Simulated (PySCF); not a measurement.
# C5H14BOP: the cost of one run

Programs: PySCF 2.14.0, with routines of our own; each step states its level. All values are computed. Atoms count from 0.

### 1 The starting structure

22 atoms, charge 0, multiplicity 1; geometry from: GFN2-xTB.

### 2 Vibronic structure: TDDFT B3LYP/6-31G*

What the job is given:

```
{"job": {"kind": "vib", "xc": "B3LYP", "basis": "6-31G*", "tda": false}, "charge": 0, "multiplicity": 1}
C     -2.246162    -0.517743     1.004628
C     -1.711767    -0.379992    -0.198410
C     -2.507027    -0.077896    -1.429889
C     -0.227896    -0.537424    -0.428633
O      0.553829    -0.078594     0.676341
C      0.479918     1.331947     0.817064
B      2.089715    -0.604478     0.624013
P      2.901869     0.096286    -1.039670
H     -1.643295    -0.741253     1.868716
H     -3.304278    -0.412895     1.169879
H     -3.571848    -0.088807    -1.215840
H     -2.238475     0.902888    -1.822859
H     -2.293882    -0.813390    -2.204282
H      0.085642    -0.015357    -1.342492
H      0.018497    -1.596631    -0.547736
H      1.012274     1.596363     1.728374
H     -0.565591     1.635435     0.896987
H      0.951795     1.831773    -0.036316
H      2.588605    -0.185806     1.612637
H      2.000181    -1.786825     0.575715
H      4.019277    -0.707488    -0.999828
H      3.598208     1.169272    -0.510818
```

Level: TDDFT B3LYP/6-31G* vertical-gradient vibronic structure (displaced harmonic oscillators, Condon), gas phase.

Run with:

```
$ OMP_NUM_THREADS=1 python excited_run.py task.json out
```

This one command runs all jobs of the session in turn.

Q: Estimate the wall time and peak memory of this job on 1 thread of Arm Neoverse V2, shared host.

About 37 s, with a peak of 0.87 GiB.
